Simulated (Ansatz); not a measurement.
# Cs3Pb4Cl12: the cost of one run

Method: DFT PBEsol, plane waves, PAW, scalar-relativistic, no spin polarisation, in Ansatz 0.2.0.

## 1. The structure to begin with

The cell holds 19 atoms (Cl12Cs3Pb4): a = 11.249 Å, b = 9.852 Å, c = 9.852 Å, α = 69.63°, β = 55.19°, γ = 55.19°.

Its coordinates follow in the input file.

## 2. Run 1

120 steps of 2 fs under a Langevin thermostat at 1500 K.

input.yaml reads:

```yaml
crystal:
  lattice:
    - [0.0, 0.0, 11.248593]
    - [5.812832, -5.62476, 5.624297]
    - [5.812832, 5.62476, 5.624297]
  atoms:
    - { symbol: Cs, position: [0.2574353, 0.25, 0.25] }
    - { symbol: Cs, position: [0.7557064, 0.25, 0.25] }
    - { symbol: Pb, position: [0.2571999, 0.750123, 0.249877] }
    - { symbol: Pb, position: [0.2571999, 0.249877, 0.750123] }
    - { symbol: Cl, position: [0.5071765, 0.3092139, 0.6907861] }
    - { symbol: Cl, position: [0.0074091, 0.5004281, 0.9995719] }
    - { symbol: Cl, position: [0.0074091, 0.9995719, 0.5004281] }
    - { symbol: Cl, position: [0.6987234, 0.0, 0.0] }
    - { symbol: Cl, position: [0.316567, 0.0, 0.0] }
    - { symbol: Cl, position: [0.5071765, 0.6907861, 0.3092139] }
    - { symbol: Cs, position: [0.7574353, 0.75, 0.75] }
    - { symbol: Pb, position: [0.7571999, 0.250123, 0.749877] }
    - { symbol: Pb, position: [0.7571999, 0.749877, 0.2501229] }
    - { symbol: Cl, position: [0.0071765, 0.8092139, 0.1907861] }
    - { symbol: Cl, position: [0.5074091, 0.0004281, 0.4995719] }
    - { symbol: Cl, position: [0.5074091, 0.4995719, 0.0004281] }
    - { symbol: Cl, position: [0.1987234, 0.5, 0.5] }
    - { symbol: Cl, position: [0.816567, 0.5, 0.5] }
    - { symbol: Cl, position: [0.0071765, 0.1907861, 0.8092139] }
basis:
  ecutwfc: 420.0
kpoints:
  mp_grid: { grid: [1, 1, 1] }
hamiltonian:
  xc: pbesol
scf:
  occupations: { method: fermi_dirac, width: 0.05 }
  lower_state_search: "off"
  max_iter: 95
md:
  timestep: 2
  n_steps: 120
  ensemble: nvt_langevin
  temperature: 1500.0
  initial_velocities: maxwell_boltzmann
  seed: 87208
  friction: 1.0
```

Run with:

```
$ ansatz run input.yaml --threads 1 --pin off --max-ram 3072MiB --backend cpu --events-out ev --progress --plain --runs-dir out
```

**Question.** How long does this run take on 1 thread of Arm Neoverse V1, shared host, and how much memory does it need?

About 21 min, with a peak of 0.83 GiB.
